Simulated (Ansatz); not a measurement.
# SiGeC+ (doublet): the correlation ladder, cc-pVTZ

An exercise on one series of results from a longer session: the logs are not shown, and one member is left open.

Method: cc-pVTZ, core rule «outside noble gas», up to 20 orbitals frozen; program: Ansatz 0.2.0, Gaussian basis.

To be run: UHF; CCSD(T) on ROHF; CCSD(T) on UHF; BCCD(T) on ROHF; CCSDT(Q) on ROHF; CCSDT(Q) on UHF; CASSCF and NEVPT2, 11 electrons in 12 orbitals.

3 further runs of the same task are left out: 3 set aside as unsound or not needed.

## The geometry

The geometry is a PBE0/def2-TZVP stationary point (not a proven minimum) of the parent state, kept for this charge and spin. No spin-orbit coupling is included. The filled d shell of Ge may be among the frozen orbitals whatever the setting's name suggests; the logs give the count.

3 atoms, charge 1, spin multiplicity 2.

Atoms are counted from 1 here; the program's logs count them from 0.

Bond lengths: C1–Ge2 1.768 Å, C1–Si3 1.685 Å. Angles: Ge2–C1–Si3 180.0°.

Set-up of the first run:

The input, in.yaml:

```yaml
crystal:
  periodic: [false, false, false]
  atoms:
    - {symbol: C, position_ang: [0.000000, 0.000000, 0.027600]}
    - {symbol: Ge, position_ang: [0.000000, 0.000000, -1.740100]}
    - {symbol: Si, position_ang: [0.000000, 0.000000, 1.712500]}
basis:
  gaussian: {orbitals: cc-pVTZ}
total_charge: 1
magnetization: {spin_polarized: true, initial_magnetization: 1}
hamiltonian: {xc: hf}
output: {orbitals: {seedname: orbitals}}
```

Run with:

```sh
$ ansatz run in.yaml --threads 1 --pin off --events-out ev --progress --plain --max-ram 4096MiB --backend cpu
```

Among the steps run: UHF; CCSD(T) on ROHF; CCSD(T) on UHF; BCCD(T) on ROHF; CCSDT(Q) on ROHF; CCSDT(Q) on UHF; CASSCF and NEVPT2, 11 electrons in 12 orbitals.

One of the session's tables, all rows but one given; the rest of the session is left out.

```
        method  from UCCSDT(Q) (kcal/mol)
          ROHF                    +199.29
           UHF                    +197.31
          RMP2                     +31.84
          UMP2                     +32.21
         RCCSD                     +11.70
         UCCSD                          ?
      RCCSD(T)                      +1.70
      UCCSD(T)                      +1.71
       BCCD(T)                      +1.62
        RCCSDT                      +0.81
        UCCSDT                      +0.79
     RCCSDT(Q)                      +0.05
     UCCSDT(Q)                          0
CASSCF valence                    +121.88
NEVPT2 valence                     +27.57
```

Q: Estimate the row for UCCSD from the others.

As computed: from UCCSDT(Q) (kcal/mol): +11.63. In the column «from UCCSDT(Q) (kcal/mol)» it lies between UCCSD(T) (+1.71) and RCCSD (+11.70).

Limits of these values: Restricted and unrestricted rows rest on different reference determinants; where their highest levels disagree by more than a few hundredths of an eV, they describe different states and don't form one ladder.
